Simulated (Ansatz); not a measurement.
# CH3BZn (SMILES B=[CH][ZnH]): single points off equilibrium

The task here is to estimate one member of a computed series from the others.

Computed with Ansatz 0.2.0, Gaussian basis. Level: single points in def2-TZVPP.

Correlated methods freeze the cores. The 3s and 3p shells of Cu and Zn are frozen; filled d shells are correlated.

## The starting structure

SMILES `B=[CH][ZnH]`, 6 atoms, charge 0, spin multiplicity 1.

Atoms are counted from 1 here; the program's logs count them from 0.

Bond lengths: B1–C2 1.294 Å, B1–H4 1.135 Å, C2–Zn3 1.956 Å, C2–H5 1.054 Å, Zn3–H6 1.507 Å. Angles: C2–B1–H4 174.3°, B1–C2–Zn3 113.8°, B1–C2–H5 133.2°, Zn3–C2–H5 112.4°, C2–Zn3–H6 177.9°.

Geometry (Å):

```xyz
6
CH3BZn
B    -0.11650    1.23400    0.54260
C     0.44080    0.45590   -0.32780
Zn   -0.19770   -1.39200   -0.25780
H    -0.68200    1.83410    1.32240
H     1.25930    0.57420   -0.98130
H    -0.69030   -2.81650   -0.25930
```

The first run:

run/in.yaml reads:

```yaml
crystal:
  periodic: [false, false, false]
  atoms:
    - {symbol: B, position_ang: [-0.116500, 1.234000, 0.542600]}
    - {symbol: C, position_ang: [0.440800, 0.455900, -0.327800]}
    - {symbol: Zn, position_ang: [-0.197700, -1.392000, -0.257800]}
    - {symbol: H, position_ang: [-0.682000, 1.834100, 1.322400]}
    - {symbol: H, position_ang: [1.259300, 0.574200, -0.981300]}
    - {symbol: H, position_ang: [-0.690300, -2.816500, -0.259300]}
basis:
  gaussian: {orbitals: def2-TZVPP}
correlation: {method: ccsd_t, frozen_orbitals: {B: 1, C: 1, H: 0, Zn: 9}}
output: {forces: true}
```

No record of the launch command was kept for these runs.

Among the steps run: CCSD(T)/def2-TZVPP; PBE0-D4/def2-TZVPP; wB97M-V/def2-TZVPP; r2SCAN-D4/def2-TZVPP; PBE-D4/def2-TZVPP; BLYP-D4/def2-TZVPP; B97M-V/def2-TZVPP.

One of the session's tables, all rows but one given; the rest of the session is left out.

| method | RMS force component (eV/Å) | angle to CCSD(T) forces (°) | dipole (D) |
| --- | --- | --- | --- |
| CCSD(T) | 1.363 | reference | 0.20 |
| PBE0-D4 | 1.192 | 4.9 | 0.16 |
| wB97M-V | 1.150 | 3.5 | 0.17 |
| r2SCAN-D4 | ? | ? | ? |
| PBE-D4 | 1.291 | 5.3 | 0.18 |
| BLYP-D4 | 1.247 | 3.6 | 0.16 |
| B97M-V | 1.203 | 4.5 | 0.20 |

Q: Estimate the row for r2SCAN-D4 from the others.

The run gave: RMS force component (eV/Å): 1.233; angle to CCSD(T) forces (°): 4.4; dipole (D): 0.16. In the column «RMS force component (eV/Å)» it lies between B97M-V (1.203) and BLYP-D4 (1.247).
